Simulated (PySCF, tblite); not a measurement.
# C3H13NSeSi2: geometry, infrared bands and NMR shifts

Aim: predict the infrared bands and NMR shifts of C3H13NSeSi2 (`CC(C)N[SiH2][Se][SiH3]`).

Computed with tblite 0.8.0 and PySCF 2.14.0, with density-fitted response routines of our own, on a single molecule in the gas phase. Atoms count from 0, in the outputs and in this text.

## Step 1: The starting structure

20 atoms, charge 0, multiplicity 1; geometry from: force field or distance geometry start.

Bonds of the start (Å): C0–C1 1.52, C1–C2 1.54, C1–N3 1.48, N3–Si4 1.79, Si4–Se5 2.28, Se5–Si6 2.28, C0–H7 1.10, C0–H8 1.11, C0–H9 1.12, C1–H10 1.12, C2–H11 1.10, C2–H12 1.12, C2–H13 1.11, N3–H14 1.05, Si4–H15 1.47, Si4–H16 1.47, Si6–H17 1.48, Si6–H18 1.48, Si6–H19 1.48.

## Step 2: Geometry optimisation with GFN2-xTB

What the job is given:

```
{"job": {"kind": "relax", "xc": "GFN2-xTB", "basis": "xTB"}, "charge": 0, "multiplicity": 1}
C     -2.396300    -0.123900    -0.592800
C     -1.163300    -0.369200     0.264600
C     -1.496000    -0.212600     1.758300
N     -0.061300     0.554600    -0.070000
Si     0.821200     0.041500    -1.542400
Se     2.761900     1.223300    -1.709200
Si     3.525500     0.298700     0.231200
H     -2.169900    -0.289100    -1.659300
H     -3.213800    -0.822700    -0.301000
H     -2.772000     0.920300    -0.461100
H     -0.837100    -1.431900     0.132300
H     -0.610900    -0.415000     2.378500
H     -2.306900    -0.924800     2.057600
H     -1.851200     0.824600     1.958500
H     -0.434700     1.522100    -0.211400
H      1.132300    -1.391500    -1.474100
H     -0.000800     0.318800    -2.733100
H      3.573200    -1.172800     0.093300
H      2.617400     0.652900     1.343300
H      4.877600     0.807300     0.533600
```

The run is started by

```sh
$ OMP_NUM_THREADS=1 python probes_run.py task.json out
```

The driver reads the jobs from task.json and runs them one after another.

The log of the run:

```text
step      E/eV     max force
  0    -617.26668    1.670
  1    -617.40229    1.064
  2    -617.47752    0.723
  3    -617.50151    0.410
  4    -617.52775    0.392
  5    -617.54131    0.389
  6    -617.57110    0.352
  7    -617.58688    0.312
  8    -617.60094    0.272
  9    -617.61215    0.251
 10    -617.62213    0.206
 11    -617.62983    0.224
 12    -617.63645    0.202
 13    -617.64339    0.263
 14    -617.65007    0.237
 15    -617.65489    0.143
 16    -617.65778    0.134
 17    -617.65998    0.138
 18    -617.66214    0.124
 19    -617.66499    0.115
 20    -617.66726    0.157
 21    -617.66963    0.159
 22    -617.67206    0.122
 23    -617.67448    0.140
 24    -617.67667    0.150
 25    -617.67860    0.097
 26    -617.68023    0.088
 27    -617.68166    0.081
 28    -617.68292    0.095
 29    -617.68396    0.078
 30    -617.68478    0.063
 31    -617.68546    0.052
 32    -617.68612    0.062
 33    -617.68678    0.057
 34    -617.68736    0.047
 35    -617.68779    0.043
 36    -617.68811    0.041
 37    -617.68835    0.036
 38    -617.68853    0.027
 39    -617.68867    0.025
 40    -617.68882    0.038
 41    -617.68901    0.046
 42    -617.68924    0.035
 43    -617.68943    0.029
 44    -617.68957    0.033
 45    -617.68969    0.026
 46    -617.68982    0.026
 47    -617.68997    0.029
 48    -617.69013    0.036
 49    -617.69031    0.049
 50    -617.69054    0.050
 51    -617.69079    0.037
 52    -617.69103    0.039
 53    -617.69124    0.038
 54    -617.69146    0.043
 55    -617.69175    0.046
 56    -617.69212    0.047
 57    -617.69247    0.049
 58    -617.69274    0.042
 59    -617.69296    0.042
 60    -617.69319    0.040
 61    -617.69346    0.048
 62    -617.69377    0.055
 63    -617.69410    0.043
 64    -617.69440    0.031
 65    -617.69464    0.031
 66    -617.69481    0.030
 67    -617.69497    0.032
 68    -617.69513    0.025
 69    -617.69526    0.020
 70    -617.69536    0.023
 71    -617.69547    0.031
 72    -617.69562    0.033
 73    -617.69584    0.036
 74    -617.69607    0.039
 75    -617.69627    0.039
 76    -617.69647    0.035
 77    -617.69675    0.045
 78    -617.69716    0.058
 79    -617.69766    0.055
 80    -617.69811    0.046
 81    -617.69843    0.040
 82    -617.69873    0.041
 83    -617.69913    0.047
 84    -617.69963    0.047
 85    -617.70018    0.055
 86    -617.70073    0.053
 87    -617.70121    0.047
 88    -617.70161    0.048
 89    -617.70193    0.060
 90    -617.70224    0.048
 91    -617.70252    0.036
 92    -617.70273    0.028
 93    -617.70291    0.030
 94    -617.70311    0.029
 95    -617.70331    0.030
 96    -617.70347    0.026
 97    -617.70357    0.017
 98    -617.70364    0.018
 99    -617.70370    0.019
100    -617.70378    0.021
101    -617.70387    0.022
102    -617.70396    0.021
103    -617.70403    0.015
104    -617.70407    0.013
105    -617.70410    0.012
106    -617.70413    0.014
107    -617.70415    0.012
108    -617.70418    0.012
109    -617.70421    0.012
110    -617.70426    0.014
111    -617.70431    0.018
112    -617.70436    0.020
113    -617.70442    0.017
114    -617.70447    0.019
115    -617.70454    0.017
116    -617.70461    0.017
117    -617.70467    0.018
118    -617.70471    0.014
119    -617.70474    0.011
120    -617.70477    0.012
121    -617.70480    0.011
122    -617.70483    0.013
123    -617.70485    0.011
124    -617.70489    0.011
125    -617.70492    0.010
126    -617.70496    0.011
127    -617.70499    0.009
```

Run time: 1 s. Hardware: 1 thread of Arm Neoverse V2, shared host; peak memory 0.18 GiB.

Relaxation path: (not every step is listed)

| step | energy from step 0 (eV) | largest force (eV/Å) |
| --- | --- | --- |
| 0 | 0.0000 | 1.6701 |
| 1 | -0.1356 | 1.0637 |
| 2 | -0.2108 | 0.7233 |
| 3 | -0.2348 | 0.4097 |
| 4 | -0.2611 | 0.3920 |
| 5 | -0.2746 | 0.3890 |
| 6 | -0.3044 | 0.3522 |
| 7 | -0.3202 | 0.3117 |
| 8 | -0.3343 | 0.2720 |
| 19 | -0.3983 | 0.1150 |
| 30 | -0.4181 | 0.0625 |
| 41 | -0.4223 | 0.0465 |
| 52 | -0.4244 | 0.0395 |
| 63 | -0.4274 | 0.0425 |
| 74 | -0.4294 | 0.0394 |
| 85 | -0.4335 | 0.0555 |
| 96 | -0.4368 | 0.0261 |
| 107 | -0.4375 | 0.0117 |
| 118 | -0.4380 | 0.0142 |
| 122 | -0.4382 | 0.0127 |
| 123 | -0.4382 | 0.0112 |
| 124 | -0.4382 | 0.0114 |
| 125 | -0.4382 | 0.0104 |
| 126 | -0.4383 | 0.0108 |
| 127 | -0.4383 | 0.0088 |

Close pairs (by a distance rule), those that changed most:

| bond | before (Å) | after (Å) | change (Å) |
| --- | --- | --- | --- |
| N3–Si4 | 1.792 | 1.706 | -0.086 |
| N3–H14 | 1.047 | 1.011 | -0.035 |
| C2–H12 | 1.120 | 1.087 | -0.033 |
| C0–H9 | 1.118 | 1.088 | -0.030 |
| C1–N3 | 1.476 | 1.448 | -0.029 |
| C0–H8 | 1.114 | 1.087 | -0.028 |
| C2–H13 | 1.114 | 1.088 | -0.026 |
| C1–H10 | 1.119 | 1.094 | -0.025 |

The final coordinates are the input of the step that follows.

## Step 3: Harmonic vibrations with GFN2-xTB

What the job is given:

```
{"job": {"kind": "ir", "xc": "GFN2-xTB", "basis": "xTB"}, "charge": 0, "multiplicity": 1}
C     -2.554173     0.135162    -0.559087
C     -1.358660    -0.458838     0.184165
C     -1.543892    -0.357072     1.696153
N     -0.121820     0.191165    -0.194388
Si     0.791604    -0.253010    -1.564908
Se     2.603352     1.157966    -1.592398
Si     3.684320     0.534518     0.306618
H     -2.400137     0.054219    -1.632112
H     -3.467587    -0.390756    -0.294826
H     -2.671440     1.186097    -0.303156
H     -1.255152    -1.511182    -0.098068
H     -0.676966    -0.768353     2.207208
H     -2.428066    -0.906875     2.007652
H     -1.659456     0.684208     1.991377
H     -0.103177     1.157567     0.102984
H      1.252207    -1.624870    -1.360414
H      0.207522    -0.083028    -2.897022
H      3.899519    -0.907850     0.261753
H      2.865301     0.888670     1.462736
H      4.931553     1.282940     0.272699
```

The log of the run:

```text
mode    cm-1     km/mol
  1      17.4      1.60
  2      34.4      0.81
  3      59.5      0.23
  4      74.0      1.10
  5      78.3      1.77
  6     105.4      0.81
  7     187.1      0.87
  8     195.7      0.14
  9     233.6      0.28
 10     334.5      6.12
 11     358.0     37.91
 12     369.0     26.31
 13     401.3     11.61
 14     450.8     32.04
 15     499.3     33.77
 16     513.0     58.99
 17     520.1     48.32
 18     537.1     18.32
 19     583.7     10.76
 20     717.2    508.77
 21     749.3    434.17
 22     754.5    312.42
 23     779.1    225.00
 24     787.4    197.68
 25     826.4     39.81
 26     925.2     20.60
 27     942.8      3.09
 28     970.9      0.72
 29    1040.1     23.81
 30    1137.8     32.03
 31    1141.8     41.16
 32    1185.9    137.09
 33    1265.8     13.23
 34    1316.5      9.22
 35    1376.4    145.45
 36    1397.6     12.20
 37    1410.8      7.61
 38    1486.0      1.95
 39    1490.5      0.22
 40    1494.6      3.85
 41    1501.9      3.62
 42    2224.7    256.24
 43    2259.4    106.50
 44    2278.2    278.87
 45    2291.9    264.42
 46    2331.5    219.61
 47    2941.8     40.40
 48    3024.9      9.56
 49    3032.0     50.91
 50    3040.1      5.25
 51    3043.7     17.63
 52    3044.7     34.59
 53    3046.2     66.90
 54    3412.6     15.31
```

It took 0.84 s on 1 thread of Arm Neoverse V2, shared host; peak memory 0.18 GiB.

The strongest bands and the atoms that carry them (share of the mass-weighted mode):

| cm⁻¹ | km/mol | atoms |
| --- | --- | --- |
| 717 | 508.8 | H16 53 %, H15 33 % |
| 749 | 434.2 | H19 47 %, H17 40 % |
| 754 | 312.4 | H19 50 %, H18 35 % |
| 779 | 225.0 | H18 50 %, H17 44 % |
| 2225 | 256.2 | H16 86 % |
| 2278 | 278.9 | H18 92 % |
| 2292 | 264.4 | H17 91 % |
| 2332 | 219.6 | H19 96 % |

## Step 4: Nuclear shieldings: PBE0/pcSseg-1

Settings changed since step 3:

```diff
@@ -1,2 +1,2 @@
-{"job": {"kind": "ir", "xc": "GFN2-xTB", "basis": "xTB"}, "charge": 0, "multiplicity": 1}
+{"job": {"kind": "nmr", "xc": "PBE0", "basis": "pcSseg-1"}, "charge": 0, "multiplicity": 1}
 C     -2.554173     0.135162    -0.559087
```

Level: GIAO PBE0/pcSseg-1 NMR shielding, non-relativistic, gas phase.

The log of the run:

```text
coarse grid: 72952 points
cycle   1  E = -3156.3960696246  dE = -5.680e-01  |g| = 7.830e-01  |ddm| = 3.992e+00
cycle   2  E = -3156.3831254484  dE =  1.294e-02  |g| = 6.272e-01  |ddm| = 1.008e+00
cycle   3  E = -3156.4504464873  dE = -6.732e-02  |g| = 1.985e-01  |ddm| = 7.236e-01
cycle   4  E = -3156.4585993407  dE = -8.153e-03  |g| = 4.396e-02  |ddm| = 2.105e-01
cycle   5  E = -3156.4589835141  dE = -3.842e-04  |g| = 1.235e-02  |ddm| = 4.762e-02
cycle   6  E = -3156.4590154538  dE = -3.194e-05  |g| = 1.522e-03  |ddm| = 1.050e-02
cycle   7  E = -3156.4590157467  dE = -2.928e-07  |g| = 6.091e-04  |ddm| = 1.963e-03
final grid: 151384 points
cycle   8  E = -3156.4590809670  dE = -3.062e-08  |g| = 7.315e-04  |ddm| = 2.236e-03
cycle   9  E = -3156.4590809150  dE =  5.197e-08  |g| = 8.995e-04  |ddm| = 1.484e-03
cycle  10  E = -3156.4590810817  dE = -1.667e-07  |g| = 4.161e-05  |ddm| = 7.866e-04
cycle  11  E = -3156.4590810822  dE = -4.320e-10  |g| = 1.196e-05  |ddm| = 5.795e-05
converged SCF energy = -3156.4590810822

GIAO shielding tensors (ppm)
atom      isotropic    diamagn.    paramagn.     s11        s22        s33       span
  0 C      157.904     247.726     -89.822    139.882    148.619    185.211     45.329
  1 C      139.132     241.321    -102.188    119.087    138.916    159.393     40.306
  2 C      158.062     247.210     -89.148    138.941    148.587    186.659     47.718
  3 N      202.443     327.297    -124.854    156.651    192.336    258.341    101.690
  4 Si     376.991     881.220    -504.229    328.246    369.740    432.986    104.739
  5 Se    2368.260    3005.193    -636.933   2152.757   2359.319   2592.705    439.948
  6 Si     409.272     880.015    -470.743    373.690    398.217    455.907     82.217
  7 H       30.194      30.324      -0.130     25.744     29.442     35.396      9.653
  8 H       30.531      29.120       1.411     26.090     27.720     37.784     11.694
  9 H       30.920      30.495       0.425     28.353     29.129     35.277      6.924
 10 H       28.932      32.546      -3.614     25.472     28.597     32.727      7.255
 11 H       30.190      30.990      -0.799     25.949     28.773     35.849      9.899
 12 H       30.512      29.593       0.919     26.007     27.804     37.725     11.719
 13 H       30.860      31.099      -0.239     28.230     29.075     35.275      7.045
 14 H       31.611      37.550      -5.940     23.213     34.023     37.597     14.384
 15 H       26.387      31.155      -4.768     22.444     25.246     31.470      9.026
 16 H       26.066      29.666      -3.600     20.872     25.302     32.025     11.154
 17 H       26.963      29.252      -2.289     23.006     24.508     33.374     10.368
 18 H       26.911      30.364      -3.453     21.948     25.924     32.861     10.913
 19 H       27.081      28.422      -1.341     22.682     24.538     34.022     11.340
```

Wall time 59 s (1 thread of Arm Neoverse V2, shared host); peak memory 1.1 GiB.

The references, computed at this level on geometries of the same kind, shield at (ppm): 1H TMS 31.72, 13C TMS 186.9, 29Si TMS 349.2, 15N NH3 267.7, 77Se Me2Se 1758. Their shielding less the atom's gives the shift. The references are single molecules in the gas phase, so shifts against H2O, NH3, PH3, H3PO4 or CFCl3 are not on the usual liquid scales and can be off by tens of ppm. Atoms listed in one row are averaged.

| atoms | environment | σ (ppm) | δ (ppm) |
| --- | --- | --- | --- |
| C1 | sp3 CH bonded to N | 139.1 | 47.8 |
| C0, C2 | methyl carbon | 158.0 | 28.9 |
| H15, H16 | hydrogen on a silicon bonded to N, Se | 26.23 | 5.49 |
| H17, H18, H19 | hydrogen on a silicon bonded to Se | 26.98 | 4.73 |
| H10 | hydrogen on an sp3 CH bonded to N | 28.93 | 2.78 |
| H7, H8, H9, H11, H12, H13 | hydrogen on a methyl carbon | 30.53 | 1.18 |
| H14 | hydrogen on a nitrogen bonded to C, Si | 31.61 | 0.11 |
| N3 | nitrogen bonded to C, Si, H | 202.4 | 65.3 |
| Si4 | silicon bonded to N, Se, 2 H | 377.0 | -27.8 |
| Si6 | silicon bonded to Se, 3 H | 409.3 | -60.1 |
| Se5 | selenium bonded to 2 Si | 2368 | -610 |

Charges from the same density, by scheme (e):

| atoms | Mulliken | IAO | Hirshfeld | ESP fit |
| --- | --- | --- | --- | --- |
| C0, C2 | -0.20 | -0.43 | -0.12 | -0.59 |
| C1 | -0.18 | 0.02 | 0.03 | 0.60 |
| N3 | -0.63 | -0.68 | -0.24 | -0.62 |
| Si4 | 0.76 | 0.77 | 0.32 | 0.30 |
| Se5 | -0.64 | -0.36 | -0.15 | -0.30 |
| Si6 | 0.51 | 0.49 | 0.27 | 0.23 |

Mayer bond orders: C0–C1 1.02, C1–C2 1.03, C1–N3 0.93, N3–Si4 1.00, Si4–Se5 0.93, Se5–Si6 0.94.

Orbitals, density, ELF and potential are computed afterwards from the orbital file.

Frontier orbitals at PBE0/pcSseg-1, with the share of their density that lies nearest to each atom:

| orbital | energy (eV) | lies on |
| --- | --- | --- |
| HOMO | -6.81 | Se5 81 % |
| LUMO | -0.05 | Se5 19 %; Si4, Si6 about 12 % each; H16, H19 about 11 % each |

ELF in a plane through or near 7 of the atoms.

Ten even steps from '0' (0.00) to '9' (1.00):
```
0000000000000000000000000000
0000000000000000000000000000
0000000000000000000000000000
0000000000000000000000000000
0000000012000013100000000000
0000000389500177534510000000
0000111699800047548840000000
0004652289500003217600000000
0018981715007743971000000000
0017871503017877163698000000
0003542265117518296999200000
0000002675622884372999100000
0000003766817161088565000000
0000016887712440299500000000
0000005785259992099500000000
0000001452059996001000000000
0000000000039994000000000000
0000000000004630000000000000
0000000000000000000000000000
0000000000000000000000000000
```
The map spans 15.2 Å across and 11.0 Å up, centred on the molecule. Atoms in the plane (x, y in Å): C1 (1.4, 0.1), C2 (1.7, 1.6), N3 (0.1, -0.2), Si4 (-0.9, -1.5), Si6 (-3.7, 0.5), H8 (3.5, -0.5), H16 (-0.4, -2.9).

log10 of the density (e/Å³) in the same plane.

Ten even steps from ' ' (-4.0) to '@' (1.3):
```
                                                        
                                                        
                                ....                    
              ........    ..::::::::::..                
          ..::::----::....::--========--::              
      ..::::--======--::::--==******++==--..            
    ..::--====++**++==--::==++**######++==::            
  ..::--++++****##**++--====++**%%%%##++==::            
  ..--==++**##@@##**====++******####**====--..          
  ..::==++**##@@****++++**%%%%##%%##****++==::..        
  ..::--++++********++++##%%%%##%%########++--..        
    ..::--==++**********######****########++--..        
      ..::--++**########@@##**++++####**++==::..        
        ::--==**********%%****==++****++==--..          
        ..--==++++++++**####**====++++==--..            
          ..--========++**##**==------::..              
            ..::------==++++==--::....                  
                ......::------::..                      
                      ..........                        
                                                        
```
The map spans 15.2 Å across and 11.0 Å up, centred on the molecule. Atoms in the plane (x, y in Å): C1 (1.4, 0.1), C2 (1.7, 1.6), N3 (0.1, -0.2), Si4 (-0.9, -1.5), Si6 (-3.7, 0.5), H8 (3.5, -0.5), H16 (-0.4, -2.9).

On the surface of density 0.002 e/bohr³ the electrostatic potential runs, from the 1st to the 99th percentile, from -0.86 V near Se5 to 1.35 V near H14.

## Step 5: Outcome

```
                                                               quantity                             value
                              strongest single infrared mode (GFN2-xTB)              717 cm⁻¹, 509 km/mol
                                           zero-point energy (GFN2-xTB)                     94.7 kcal/mol
13C shifts against TMS (PBE0/pcSseg-1, means over atoms taken as alike)                    47.8, 28.9 ppm
 1H shifts against TMS (PBE0/pcSseg-1, means over atoms taken as alike)  5.49, 4.73, 2.78, 1.18, 0.11 ppm
                                 15N shifts against NH3 (PBE0/pcSseg-1)                          65.3 ppm
                                29Si shifts against TMS (PBE0/pcSseg-1)                  -27.8, -60.1 ppm
                              77Se shifts against Me2Se (PBE0/pcSseg-1)                          -610 ppm
                                  surface potential, 1st and 99th percentile                -0.86 V and 1.35 V
```

What this shows: Relaxing lowered the energy by 0.438 eV in 127 steps; the close pair that moved most is N3–Si4, from 1.792 to 1.706 Å. No mode is imaginary among the 54: a minimum at this level. The strongest single mode, at 717 cm⁻¹, moves mainly H16 and H15. Unscaled tight-binding wavenumbers are off by several per cent, some by more. Its intensities can rank the bands wrongly. At PBE0/pcSseg-1: Shielding is most anisotropic at Se5 (span 440 ppm, paramagnetic term -637 ppm). Spin-orbit coupling is left out, which matters for shieldings and couplings at and beside the heavy atoms.
